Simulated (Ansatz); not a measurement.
Write a Python script for the Ansatz DFT code, driven from Python that makes a polarisability from point charges of B₂FH₅Si, SMILES BB(F)[SiH3]. Use (for the species named): CAM-B3LYP, def2-SVP basis, multiplicity 1.

```xyz
9

B    -0.2486    1.2344   -1.1212
B     0.6020    0.0774   -0.4333
F     1.9097   -0.1872   -0.9221
Si   -0.0568   -0.9531    1.0235
H     0.1554    1.9066   -2.0392
H    -1.3910    1.5179   -0.7477
H     0.8875   -1.9531    1.4736
H    -1.3075   -1.6361    0.5620
H    -0.4624   -0.0529    2.1874
```

`field.py`:
```python
"""Dipole of B2FH5Si in the field of point charges."""

import ansatz
import numpy as np

GEOMETRY = """
B    -0.24860    1.23440   -1.12120
B     0.60200    0.07740   -0.43330
F     1.90970   -0.18720   -0.92210
Si   -0.05680   -0.95310    1.02350
H     0.15540    1.90660   -2.03920
H    -1.39100    1.51790   -0.74770
H     0.88750   -1.95310    1.47360
H    -1.30750   -1.63610    0.56200
H    -0.46240   -0.05290    2.18740
"""

b2fh5si = ansatz.Crystal.molecule()
for line in GEOMETRY.strip().splitlines():
    symbol, *xyz = line.split()
    b2fh5si = b2fh5si.atom(symbol, [float(v) for v in xyz])

setup = (
    b2fh5si.calculation()
    .basis(gaussian="def2-SVP")
    .functional("cam_b3lyp")
    .forces()
)
# charges +q and -q at -R and +R make a nearly even field 2 k q / R^2 at the centre
centre = np.mean([site.position_ang for site in b2fh5si.cartesian_sites], axis=0)
field = 2 * 14.399645 * 3.0 / 30.0 ** 2


def dipole(axis, sign):
    arm = 30.0 * np.eye(3)[axis]
    pair = [{"charge": sign * 3.0, "position_ang": (centre - arm).tolist()}, {"charge": -sign * 3.0, "position_ang": (centre + arm).tolist()}]
    deck = setup.input().set(ansatz.key.basis.gaussian.point_charges, pair)
    return np.array(ansatz.Session.from_dict(deck).plan().execute().report["charge_distribution"]["dipole_moment_e_ang"])


print(f"field {field:.4f} V/A")
alpha = np.array([(dipole(axis, 1) - dipole(axis, -1)) / (2 * field) * 14.399645 for axis in range(3)])
print("polarisability tensor (A^3)")
print(np.array2string(alpha, precision=3, suppress_small=True))
print(f"mean {np.trace(alpha) / 3:.3f} A^3 = {np.trace(alpha) / 3 / 0.14818471:.2f} bohr^3")
```

```console
$ python field.py
field 0.0960 V/A
polarisability tensor (A^3)
[[ 7.27  -0.289 -0.574]
 [-0.294  7.091 -1.065]
 [-0.578 -1.053  7.398]]
mean 7.253 A^3 = 48.95 bohr^3
```

The geometry is a force-field or estimated start, not a minimum of this method, and the basis set is short of its limit. The field of two point charges is only nearly even. Without diffuse functions polarisabilities are unreliable, as a rule too low, and they change with the bond lengths of this unrelaxed start. Hardware and time: 20 s on 1 thread of Arm Neoverse V2, on a shared host, peak memory 0.24 GiB.
